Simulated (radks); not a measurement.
**Spin polarisation of the 4d shell in Ru³⁺**

The task here is to estimate one member of a computed series from the others.

Method: scalar-relativistic Kohn-Sham, PBE, spin-polarised, spherical densities, point nucleus. Code: radks (a radial shooting solver on a logarithmic mesh, Libxc functionals) version 1.

## Starting point

* element: ruthenium (Z = 44)
* charge: +3
* electrons: 41
* configuration: [Kr] 4d(up 2.5, down 2.5)

A shell typed twice in an input gives spin up, then spin down.

Set-up of the first run:

Input:

```text
Z 44
configuration [Kr] 4d2.5 4d2.5
relativity scalar-relativistic
functional pbe,pbe
spin polarised
nucleus point
c 137.035999084
```

Command:

```console
python run_ks.py task.json out
```

This one command runs every case of the session in turn.

Among the steps run: No moment.

One of the session's tables, all rows but one given; the rest of the session is left out.

From the orbitals of this run (lengths in bohr):

```
level     <r>  outermost maximum (interpolated)  90 % within  nodes
   2s  0.1457                             0.123        0.225      1
   2p  0.1270                            0.0982        0.207      0
   3s       ?                                 ?            ?      ?
   3p  0.4030                             0.355        0.608      1
   3d  0.3840                             0.301        0.611      0
   4s   1.010                             0.912         1.47      3
   4p   1.108                             0.978         1.63      2
   4d   1.439                              1.17         2.23      1
```

Estimate the missing values for 3s.

**Answer.** <r>: 0.4026; outermost maximum (interpolated): 0.362; 90 % within: 0.594; nodes: 2. In the column «<r>» it lies between 3d (0.3840) and 3p (0.4030).
